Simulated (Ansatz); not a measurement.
This script makes an equation of state with a fit of Rh, space group P6_3/mmc with the Python package of Ansatz (0.2.0).

Script `rh_eos.py`:
```python
"""Equation of state of Rh."""

import warnings

import ansatz as az
from ase.eos import EquationOfState
from ase.units import GPa
import numpy as np

params = {
    "xc": "LDA",
    "occupations": "fermi_dirac",
    "cutoff_ev": 500,
    "kmesh": (10, 10, 3),
}

VECTORS = np.array([
    [2.69174, 0.0, 0.0],
    [-1.34587, 2.33112, 0.0],
    [0.0, 0.0, 8.79807],
])
SITES = [
    ("Rh", [0.0, 0.0, 0.0]),
    ("Rh", [1 / 3, 2 / 3, 0.25]),
    ("Rh", [0.0, 0.0, 0.5]),
    ("Rh", [2 / 3, 1 / 3, 0.75]),
]


def make_crystal(cell):
    crystal = az.Crystal(lattice=az.Lattice.of(cell))
    for symbol, position in SITES:
        crystal = crystal.atom(symbol, position)
    return crystal

warnings.simplefilter("ignore", az.DeckWarning)

# uniform scaling of the cell
volumes, energies = [], []
for scale in np.linspace(0.9, 1.1, 9):
    cell = VECTORS * scale ** (1 / 3)
    calc = (
        make_crystal(cell).calculation()
        .functional(params["xc"])
        .occupations(params["occupations"])
        .basis(params["cutoff_ev"])
        .kpoints(*params["kmesh"])
    )
    r = calc.run().report
    volumes.append(abs(np.linalg.det(cell)) / len(SITES))
    energies.append(r["free_energy_ev"] / len(SITES))
    print(f"V = {volumes[-1]:8.4f} A^3/atom  F = {energies[-1]:.5f} eV/atom")

eos = EquationOfState(volumes, energies, eos="vinet")
v0, e0, bulk = eos.fit()
print(f"V0 = {v0:.4f} A^3/atom, E0 = {e0:.5f} eV/atom, B = {bulk / GPa:.1f} GPa")
```

From its runs, with one value withheld:

| V (Å³/atom) | F less the lowest row shown (meV/atom) |
| --- | --- |
| 12.421 | ? |
| 12.766 | 17.51 |
| 13.111 | 0.00 |
| 13.456 | 1.38 |
| 13.801 | 18.89 |
| 14.147 | 50.12 |
| 14.492 | 93.02 |
| 14.837 | 145.82 |
| 15.182 | 206.97 |

What is the missing energy at 12.421 Å³ an atom?

A third-order Birch-Murnaghan fit, E = E0 + (9 V0 B0 / 16) [(t - 1)³ B' + (t - 1)² (6 - 4t)] with t = (V0/V)^(2/3), through the 8 rows shown gives V0 = 13.254 Å³, B0 = 315.2 GPa, B' = 5.18 and E0 = -1.56 meV. At V = 12.421 Å³, t = 1.04421, and the fit extrapolates to 57.27 meV. The run gave 57.12 meV, a miss of 0.15 meV.

What to keep in mind:
- The run is spin-unpolarised.
- Shape and fractional positions are held along the curve, so the bulk modulus is an upper value where they are free to relax.
- The mesh is modest for a metal, so energies can be off by several to tens of meV an atom and pressures by half a GPa or more; differences at equal mesh fare better.
- This isn't the structure that Rh takes at ambient conditions.
- Timing: 19 s on 1 thread of Intel(R) Xeon(R) Processor @ 2.30GHz, on a shared host, peak memory 0.54 GiB.
